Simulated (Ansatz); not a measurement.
**C2H9NSn: one species, many methods**

The task here is to estimate one member of a computed series from the others.

The runs use Ansatz 0.2.0, Gaussian basis; functionals in def2-TZVPP, the program's frozen cores in correlated methods.

The runs, in order: PBE-D4, r2SCAN-D4, PBE0-D4, B3LYP-D4, ωB97X-V, ωB97M-V, B2PLYP; CCSD(T)/def2-TZVPP; MP2/def2-QZVPP; extrapolation to the limit.

## The relaxed structure

The geometry comes from an earlier relaxation with PBE0-D4 in a triple-zeta def2 set; it is a stationary point, not always the lowest conformer. Sn takes the def2 core potential; no spin-orbit term is included.

SMILES `CN[CH2][SnH3]`, 13 atoms, charge 0, spin multiplicity 1.

Atoms are counted from 1 here; the program's logs count them from 0.

Bond lengths: C1–N2 1.448 Å, C1–H5 1.092 Å, C1–H6 1.103 Å, C1–H7 1.094 Å, N2–C3 1.447 Å, N2–H8 1.012 Å, C3–Sn4 2.154 Å, C3–H9 1.095 Å, C3–H10 1.103 Å, Sn4–H11 1.706 Å, Sn4–H12 1.712 Å, Sn4–H13 1.711 Å. Angles: N2–C1–H5 109.8°, N2–C1–H6 113.7°, N2–C1–H7 109.4°, H5–C1–H6 108.5°, H5–C1–H7 107.7°, H6–C1–H7 107.6°, C1–N2–C3 113.1°, C1–N2–H8 109.7°, C3–N2–H8 110.3°, N2–C3–Sn4 110.0°, N2–C3–H9 109.0°, N2–C3–H10 114.2°, Sn4–C3–H9 106.9°, Sn4–C3–H10 109.8°, H9–C3–H10 106.7°, C3–Sn4–H11 110.6°, C3–Sn4–H12 108.0°, C3–Sn4–H13 110.8° and more.

Set-up of the first run:

in.yaml reads:

```yaml
crystal:
  periodic: [false, false, false]
  atoms:
    - {symbol: C, position_ang: [-0.702371, 1.881480, -0.654525]}
    - {symbol: N, position_ang: [-0.607325, 0.446678, -0.486317]}
    - {symbol: C, position_ang: [0.528178, 0.043537, 0.314172]}
    - {symbol: Sn, position_ang: [0.608792, -2.104460, 0.452313]}
    - {symbol: H, position_ang: [-1.608315, 2.130216, -1.211623]}
    - {symbol: H, position_ang: [-0.712406, 2.439556, 0.296615]}
    - {symbol: H, position_ang: [0.153083, 2.236146, -1.236086]}
    - {symbol: H, position_ang: [-1.465196, 0.092326, -0.083670]}
    - {symbol: H, position_ang: [1.447825, 0.364341, -0.185241]}
    - {symbol: H, position_ang: [0.547444, 0.483043, 1.325581]}
    - {symbol: H, position_ang: [1.120101, -2.782923, -1.027175]}
    - {symbol: H, position_ang: [-0.965955, -2.670244, 0.815050]}
    - {symbol: H, position_ang: [1.676443, -2.594295, 1.695804]}
basis:
  gaussian: {orbitals: def2-TZVPP}
hamiltonian: {xc: pbe, dispersion: d4}
output: {forces: true, orbitals: {seedname: orbitals}}
```

On the command line:

```bash
$ ansatz run in.yaml --threads 4 --pin off --events-out ev --progress --plain --max-ram 10444MiB
```

Steps of the session up to this table: PBE-D4 (GGA); r2SCAN-D4 (meta-GGA); PBE0-D4 (hybrid); B3LYP-D4 (hybrid); ωB97X-V (range-separated); ωB97M-V (range-separated); B2PLYP (double hybrid); CCSD(T) in def2-TZVPP; MP2 in def2-QZVPP.

One table of the session follows, with a row left open; its other results are not shown here.

| method | atoms, summed (eV) | atomisation energy (kcal/mol) |
| --- | --- | --- |
| PBE-D4 | -9493.236 | 1023.2 |
| r2SCAN-D4 | -9498.865 | 1007.5 |
| PBE0-D4 | -9494.667 | 1010.0 |
| B3LYP-D4 | -9501.394 | 1012.8 |
| ωB97X-V | -9497.003 | 1017.3 |
| ωB97M-V | -9495.105 | 1013.4 |
| B2PLYP | ? | ? |
| HF/def2-TZVPP | -9459.383 | 723.0 |
| MP2/def2-TZVPP | -9472.763 | 985.8 |
| CCSD/def2-TZVPP | -9474.228 | 976.5 |
| CCSD(T)/def2-TZVPP | -9474.563 | 989.4 |
| MP2/CBS | -9483.743 | 1010.7 |
| CCSD(T)/CBS | -9485.543 | 1014.4 |

Estimate the missing values for B2PLYP.

The run gave: atoms, summed (eV): -9490.146; atomisation energy (kcal/mol): 998.7. In the column «atoms, summed (eV)» it lies between PBE-D4 (-9493.236) and CCSD(T)/CBS (-9485.543).

To keep in mind: Free atoms (2 C, 1 N, 1 Sn, 9 H) were run apart at each level; the atomisation energy is their sum less the molecule, without zero-point or spin-orbit terms.
